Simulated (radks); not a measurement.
**The Coulomb parameter U of the 5d shell of Ir²⁺**

An exercise on one series of results from a longer session: the logs are not shown, and one member is left open.

Method: Dirac Kohn-Sham, PBE, spin-unpolarised, spherical densities, point nucleus; open shells are shared between the two j in proportion to 2j + 1. Code: radks (a radial shooting solver on a logarithmic mesh, Libxc functionals) version 1.

## What is computed

- element: iridium (Z = 77)
- charge: +2
- electrons: 75
- configuration: [Xe] 4f14 5d6 6s1

Outer shells as boxes (Hund's rule):

Ir²⁺
```
[Xe] core
4f [↑↓][↑↓][↑↓][↑↓][↑↓][↑↓][↑↓]
5d [↑↓][↑ ][↑ ][↑ ][↑ ]
6s [↑ ]
```

Set-up of the first run:

The run's settings:

```text
Z 77
configuration [Xe] 4f14 5d6 6s1
relativity Dirac
functional pbe,pbe
spin unpolarised
j_filling average
nucleus point
c 137.035999084
```

On the command line:

```console
> python run_ks.py task.json out
```

The same process makes all the runs of this session.

Among the steps run: Start: [Xe] 4f14 5d6 6s1.

One of the session's tables, all rows but one given; the rest of the session is left out.

It belongs to the step «Start: [Xe] 4f14 5d6 6s1». From the orbitals of this run (lengths in bohr):

```
level     <r>  outermost maximum (interpolated)  90 % within  nodes
5s1/2  0.9767                             0.891         1.40      4
5p1/2       ?                                 ?            ?      ?
4f5/2  0.5311                             0.393        0.862      0
4f7/2  0.5387                             0.397        0.875      0
5p3/2   1.157                              1.03         1.68      3
5d3/2   1.554                              1.26         2.37      2
5d5/2   1.604                              1.29         2.45      2
6s1/2   2.504                              2.22         3.61      5
```

Estimate the missing values for 5p1/2.

The run gave: <r>: 1.061; outermost maximum (interpolated): 0.946; 90 % within: 1.54; nodes: 3. In the column «<r>» it lies between 5s1/2 (0.9767) and 5p3/2 (1.157).
